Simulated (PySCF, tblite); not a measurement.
# C4H7BN2: geometry, infrared bands and NMR shifts

Wanted: the infrared bands and NMR shifts of C4H7BN2 (`C#CB1NCCN1`), by calculation.

Computed with tblite 0.8.0 and PySCF 2.14.0, with density-fitted response routines of our own, on a single molecule in the gas phase. Atoms are numbered from 0 throughout.

## 1. The starting structure

14 atoms, charge 0, multiplicity 1; geometry from: force field or distance geometry start.

Bonds of the start (Å): C0–C1 1.22, C1–B2 1.52, B2–N3 1.53, N3–C4 1.47, C4–C5 1.53, C5–N6 1.47, N6–B2 1.50, C0–H7 1.06, N3–H8 1.05, C4–H9 1.12, C4–H10 1.11, C5–H11 1.11, C5–H12 1.12, N6–H13 1.04.

## 2. Geometry optimisation with GFN2-xTB

What the job is given:

```
{"job": {"kind": "relax", "xc": "GFN2-xTB", "basis": "xTB"}, "charge": 0, "multiplicity": 1}
C      3.449600     0.185600     0.408500
C      2.236400     0.127200     0.305600
B      0.722800     0.035300     0.199000
N     -0.045700     0.688700    -0.946300
C     -1.430400     0.452000    -0.522200
C     -1.463000    -0.613100     0.580100
N     -0.136700    -0.688500     1.199100
H      4.500700     0.251000     0.496300
H      0.157300     0.104300    -1.789000
H     -2.057200     0.134500    -1.390700
H     -1.849200     1.405600    -0.139300
H     -1.706600    -1.605500     0.140500
H     -2.244500    -0.370000     1.348200
H     -0.134300    -0.107900     2.067900
```

Run with:

```console
> OMP_NUM_THREADS=1 python probes_run.py task.json out
```

The driver reads the jobs from task.json and runs them one after another.

**Question.** This job is followed by: GFN2-xTB harmonic vibrations, gas phase; GIAO PBE0/pcSseg-1 NMR shielding, non-relativistic, gas phase. What will the session give for the following? strongest single infrared mode (GFN2-xTB); zero-point energy (GFN2-xTB); ¹³C shifts against TMS (PBE0/pcSseg-1, means over atoms taken as alike); ¹H shifts against TMS (PBE0/pcSseg-1, means over atoms taken as alike); ¹¹B shifts against BF3·OEt2 (PBE0/pcSseg-1); ¹⁵N shifts against NH3 (PBE0/pcSseg-1, means over atoms taken as alike).

As calculated:

```
                                                               quantity                 value
                              strongest single infrared mode (GFN2-xTB)  478 cm⁻¹, 202 km/mol
                                           zero-point energy (GFN2-xTB)         68.9 kcal/mol
¹³C shifts against TMS (PBE0/pcSseg-1, means over atoms taken as alike)  97.8, 88.3, 48.2 ppm
 ¹H shifts against TMS (PBE0/pcSseg-1, means over atoms taken as alike)  3.74, 2.36, 1.89 ppm
                            ¹¹B shifts against BF3·OEt2 (PBE0/pcSseg-1)              18.0 ppm
¹⁵N shifts against NH3 (PBE0/pcSseg-1, means over atoms taken as alike)              83.5 ppm
```

What this shows: The optimisation took 42 steps and gained 1.187 eV; among the close pairs (by a distance rule), B2–N3 changed most, from 1.526 to 1.406 Å. All 36 modes are real, so the xTB geometry is a minimum. GFN2-xTB is a fitted tight-binding method: band positions and strengths are rough. Its intensities can rank the bands wrongly. The most deshielded hydrogen is H9, H10, H11, H12 (mean) (hydrogen on an sp3 CH2 bonded to N), at 3.74 ppm: its carbon carries N, hence the downfield position. At PBE0/pcSseg-1: The largest span, 297 ppm, is at C1, where the paramagnetic term is -156 ppm.
